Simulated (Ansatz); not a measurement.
# TiAg3: a trial structure relaxed

Aim: relax TiAg3 from this start, TiAl3 (D0_22) type (I4/mmm, No. 139), and see where it ends.

Method: DFT PBE, scalar-relativistic, plane waves, PAW, in Ansatz 0.2.0.

1 further run of the same task is left out (it didn't finish).

**1. The system as given**

Symmetry: I4/mmm, No. 139, tetragonal system. Conventional cell: a = 4.037 Å, b = 4.037 Å, c = 9.018 Å, α = 90.00°, β = 90.00°, γ = 90.00°. Ti (site symmetry 4/mmm) has 12 Ag at 2.85 to 3.03 Å as nearest neighbours. Ag (site symmetry 4/mmm) is surrounded by 4 Ti at 2.85 Å and 8 Ag at 3.03 Å. Ag (site symmetry -4m2) has 8 Ag at 2.85 to 3.03 Å and 4 Ti at 3.03 Å as nearest neighbours.

Structure file:

```cif
data_structure
_symmetry_space_group_name_H-M 'I4/mmm'
_symmetry_Int_Tables_number 139
_cell_length_a 4.0371
_cell_length_b 4.0371
_cell_length_c 9.0179
_cell_angle_alpha 90.000
_cell_angle_beta 90.000
_cell_angle_gamma 90.000
_cell_volume 146.97
loop_
_atom_site_label
_atom_site_type_symbol
_atom_site_symmetry_multiplicity
_atom_site_Wyckoff_symbol
_atom_site_fract_x
_atom_site_fract_y
_atom_site_fract_z
_atom_site_occupancy
Ti1 Ti 2 a 0.00000 0.00000 0.00000 1
Ag1 Ag 2 b 0.50000 0.50000 0.00000 1
Ag2 Ag 4 d 0.50000 0.00000 0.25000 1
```

(A quick probe on a coarse mesh, which set the mesh and smearing, is not shown.)

**3. A loose first relaxation**

File input.yaml:

```yaml
crystal:
  lattice:
    - [-2.0185365026, 2.0185365026, 4.5089386811]
    - [2.0185365026, -2.0185365026, 4.5089386811]
    - [2.0185365026, 2.0185365026, -4.5089386811]
  atoms:
    - { symbol: Ti, position: [0.0, 0.0, 0.0] }
    - { symbol: Ag, position: [0.5, 0.5, 0.0] }
    - { symbol: Ag, position: [0.25, 0.75, 0.5] }
    - { symbol: Ag, position: [0.75, 0.25, 0.5] }
basis:
  ecutwfc: 420
kpoints:
  mp_grid: { grid: [6, 6, 6] }
hamiltonian:
  xc: pbe
scf:
  occupations: { method: gaussian, width: 0.1 }
  lower_state_search: "off"
output:
  forces: true
  stress: true
  eigenvalues: true
relax:
  adjacent_minimum: "off"
  f_tol: 0.04
  max_steps: 70
  cell: { stress_tol: 0.4 }
```

Launch:

```sh
$ ansatz run input.yaml --threads 1 --pin off --max-ram 2560MiB --backend cpu --events-out ev --progress --plain --runs-dir out
```

The session goes on with these runs: relaxing cell and atoms.

Q: Predict the outcome of this session.

**Answer**, as computed:

Formation energies count from the elements, computed with the same settings in runs not shown here.

| quantity | value |
| --- | --- |
| cell (conventional) | a = 4.255 Å, b = 4.255 Å, c = 7.689 Å, α = 90.00°, β = 90.00°, γ = 90.00° |
| space group | I4/mmm (No. 139) |
| volume | 17.40 Å³/atom |
| gap on the mesh | none (metal) |
| formation energy from the elements | +0.090 eV/atom |

**Reading.** The space group stayed I4/mmm, and from the first guess the volume went from 18.37 to 17.40 Å³/atom. The formation energy of +0.09 eV/atom is positive, so the elements lie lower than this structure; another structure of the compound can lie lower.
